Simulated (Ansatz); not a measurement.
# Bi2Te3 (Tellurobismuthite): the cost of one run

Method: DFT, levels as named, plane waves, PAW, in Ansatz 0.2.0.

## Step 1: The starting structure

Symmetry: R-3m, No. 166, trigonal system. Conventional cell: a = 4.386 Å, b = 4.386 Å, c = 30.497 Å, α = 90.00°, β = 90.00°, γ = 120.00°. Around Bi (site symmetry 3m) lie 6 Te at 3.07 to 3.25 Å. Te (site symmetry -3m) is surrounded by 6 Bi at 3.25 Å. Around Te (site symmetry 3m) lie 3 Bi at 3.07 Å.

As a file:

```
Bi Te
1.0
     2.19300    1.26613   10.16567
    -2.19300    1.26613   10.16567
     0.00000   -2.53226   10.16567
Bi Te
2 3
Direct
  0.40000 0.40000 0.40000
  0.60000 0.60000 0.60000
  0.00000 0.00000 0.00000
  0.20950 0.20950 0.20950
  0.79050 0.79050 0.79050
```

## Step 2: Relaxation with PBE

input.yaml reads:

```yaml
crystal:
  lattice:
    - [2.193, 1.26612914, 10.16566667]
    - [-2.193, 1.26612914, 10.16566667]
    - [0.0, -2.53225828, 10.16566667]
  atoms:
    - { symbol: Bi, position: [0.4, 0.4, 0.4] }
    - { symbol: Bi, position: [0.6, 0.6, 0.6] }
    - { symbol: Te, position: [0.0, 0.0, 0.0] }
    - { symbol: Te, position: [0.2095, 0.2095, 0.2095] }
    - { symbol: Te, position: [0.7905, 0.7905, 0.7905] }
  symmetry: { tolerance: 0.0003 }
hamiltonian:
  xc: pbe
  pseudopotentials: { kind: paw, azcp: { folder: soft_1 } }
basis:
  ecutwfc: 420
magnetization:
  spin_polarized: false
scf:
  occupations: { method: fermi_dirac, width: 0.02 }
kpoints:
  mp_grid: { grid: [6, 6, 6], shift: [0, 0, 0] }
output:
  forces: true
  stress: true
  eigenvalues: true
relax:
  max_steps: 60
  cell: {}
```

Command:

```bash
$ ansatz run input.yaml --threads 2 --pin off --max-ram 5632MiB --backend cpu --events-out ev --progress --plain --runs-dir out
```

What time and memory should one allow on 2 threads of AMD EPYC 9R45 (Zen 5), shared host?

About 27 s, with a peak of 0.6 GiB.
